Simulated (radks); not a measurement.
**Polarisabilities and dispersion coefficients of Zn, Ga⁺, Ge²⁺ and others**

The task here is to estimate one member of a computed series from the others.

The numbers are computed with radks (a radial shooting solver on a logarithmic mesh, Libxc functionals) version 1 (scalar-relativistic Kohn-Sham, LB94 model potential, spin-polarised, spherical densities, finite nucleus), except any that are marked as measured or tabulated.

**The system**

- species: Zn ([Ar] 3d10 4s2), Ga⁺ ([Ar] 3d10 4s2), Ge²⁺ ([Ar] 3d10 4s2), As³⁺ ([Ar] 3d10 4s2), Se⁴⁺ ([Ar] 3d10 4s2), Br⁵⁺ ([Ar] 3d10 4s2), Kr⁶⁺ ([Ar] 3d10 4s2), Rb⁷⁺ ([Ar] 3d10 4s2), Sr⁸⁺ ([Ar] 3d10 4s2)

LB94 adds a gradient term to the LDA potential that gives it a −1/r tail. It is a model potential with no energy functional, so Etot and Exc are not given.

Set-up of the first run:

Settings of this run:

```text
Z 30
configuration [Ar] 3d10 4s2
relativity scalar-relativistic
functional lda,pw
model_potential LB94
spin polarised
nucleus finite rms 3.9283 fm
c 137.035999084
response adiabatic LDA kernel
```

Steps of the session up to this table: Zn, [Ar] 3d10 4s2; Ga⁺, [Ar] 3d10 4s2; Ge²⁺, [Ar] 3d10 4s2; As³⁺, [Ar] 3d10 4s2; Se⁴⁺, [Ar] 3d10 4s2; Br⁵⁺, [Ar] 3d10 4s2; Kr⁶⁺, [Ar] 3d10 4s2; Rb⁷⁺, [Ar] 3d10 4s2; Sr⁸⁺, [Ar] 3d10 4s2.

One of the session's tables, all rows but one given; the rest of the session is left out.

| species | −ε(HOMO) (eV) | α (bohr³) | α uncoupled (bohr³) | C6 (hartree bohr⁶) | C8 (hartree bohr⁸) |
| --- | --- | --- | --- | --- | --- |
| Zn | 10.589 | 28.20 | 49.66 | 179.8 | 6855 |
| Ga⁺ | 22.240 | 14.39 | 25.24 | 67.11 | 1579 |
| Ge²⁺ | 36.243 | 8.855 | 15.28 | 32.40 | 542.9 |
| As³⁺ | 52.393 | 6.001 | 10.18 | 17.96 | 230.5 |
| Se⁴⁺ | 70.578 | 4.320 | 7.219 | 10.86 | 111.8 |
| Br⁵⁺ | 90.734 | 3.243 | 5.343 | 6.983 | 59.38 |
| Kr⁶⁺ | ? | ? | ? | ? | ? |
| Rb⁷⁺ | 136.80 | 1.989 | 3.200 | 3.278 | 20.22 |
| Sr⁸⁺ | 162.67 | 1.607 | 2.558 | 2.353 | 12.63 |

Q: Estimate the row for Kr⁶⁺ from the others.

The run gave: −ε(HOMO) (eV): 112.82; α (bohr³): 2.510; α uncoupled (bohr³): 4.084; C6 (hartree bohr⁶): 4.700; C8 (hartree bohr⁸): 33.75. In the column «−ε(HOMO) (eV)» it lies between Br⁵⁺ (90.734) and Rb⁷⁺ (136.80).

What this shows: Uncoupled leaves out the potential induced by the response; C8 is given only where no p, d or f shell is open.
